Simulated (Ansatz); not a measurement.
**Ga3AsN2: the band gap up the ladder of functionals**

One table from this session's results is given with a row withheld; the runs are named, their logs left out.

Code: Ansatz 0.2.0. PAW datasets, plane waves. The calculation is spin-unpolarised, and the structure need not be a phase that has been made.

## The structure to begin with

The cell was relaxed beforehand with r2SCAN.

It is tetragonal, I-4m2 (No. 119); conventional cell a = 3.478 Å, c = 14.442 Å, 14.55 Å³ an atom. Around N lie 4 Ga at 2.00–2.03 Å; around Ga lie 4 N at 2.00 Å; around Ga lie 2 N at 2.03 Å and 2 As at 2.34 Å; around As lie 4 Ga at 2.34 Å.

Structure file:

```xyz
6
Lattice="-1.7388 1.7388 7.2210 1.7388 -1.7388 7.2210 1.7388 1.7388 -7.2210" Properties=species:S:1:pos:R:3 pbc="T T T"
N     0.0000    0.0000    2.6163
Ga    0.0000    1.7388    3.6105
N     0.0000    0.0000   11.8257
Ga    1.7388    0.0000    5.6505
As    0.0000    0.0000    7.2210
Ga    1.7388    0.0000    1.5705
```

The first run:

The input, input.yaml:

```yaml
crystal:
  lattice:
    - [-1.738772596, 1.738772596, 7.2209882964]
    - [1.738772596, -1.738772596, 7.2209882964]
    - [1.738772596, 1.738772596, -7.2209882964]
  atoms:
    - { symbol: "N", position: [0.181159775, 0.181159775, 0.0] }
    - { symbol: Ga, position: [0.75, 0.25, 0.5] }
    - { symbol: "N", position: [0.818840225, 0.818840225, 0.0] }
    - { symbol: Ga, position: [0.3912562911, 0.8912562911, 0.5] }
    - { symbol: As, position: [0.5, 0.5, 0.0] }
    - { symbol: Ga, position: [0.1087437089, 0.6087437089, 0.5] }
kpoints:
  mp_grid: { grid: [10, 10, 10] }
  band_path:
    path:
      - [[0.0, 0.0, 0.0], [6.744991536252e-18, -6.744991536252e-18, 0.5], [0.25, 0.25, 0.25], [4.553152024685e-18, 0.5, -4.553152024685e-18], [0.0, 0.0, 0.0], [0.5, 0.5, -0.5], [0.264495469957, 0.735504530043, -0.264495469957]]
      - [[-0.264495469957, 0.264495469957, 0.264495469957], [0.0, 0.0, 0.0]]
      - [[6.744991536252e-18, -6.744991536252e-18, 0.5], [-0.02899093991392, 0.02899093991392, 0.5]]
      - [[0.5, 0.5, -0.02899093991392], [0.5, 0.5, -0.5]]
    npoints: 10
hamiltonian:
  xc: pbe
scf:
  occupations: { method: fermi_dirac, width: 0.02 }
  n_extra_bands: 5
output:
  forces: true
  stress: true
  eigenvalues: true
  write_density: true
  write_potential: true
  elf: true
  volumetric_format: npy
```

Run with:

```
$ ansatz run input.yaml --threads 4 --pin off --max-ram 6451MiB --backend cpu --events-out ev --progress --plain --runs-dir out
```

Steps of the session up to this table: Band structure with PBE; r2SCAN; Single point with HSE06; Single point with PBE+SOC.

One of the session's tables, all rows but one given; the rest of the session is left out.

```
  level  gap (eV)
    PBE     -0.34
 r2SCAN     -0.34
  HSE06         ?
PBE+SOC     -0.26
```

Estimate the missing values for HSE06.

The run gave: gap (eV): -0.29. In the column «gap (eV)» it lies between r2SCAN (-0.34) and PBE+SOC (-0.26).

Meshes: PBE 10×10×10, r2SCAN 10×10×10, HSE06 6×6×6, PBE+SOC 10×10×10

In words: Every level leaves the bands touching or overlapping.

Limits of these values: Warnings in the runs' records: stress scf threshold loose, stress exchange threshold loose, filled band counts differ across k points.
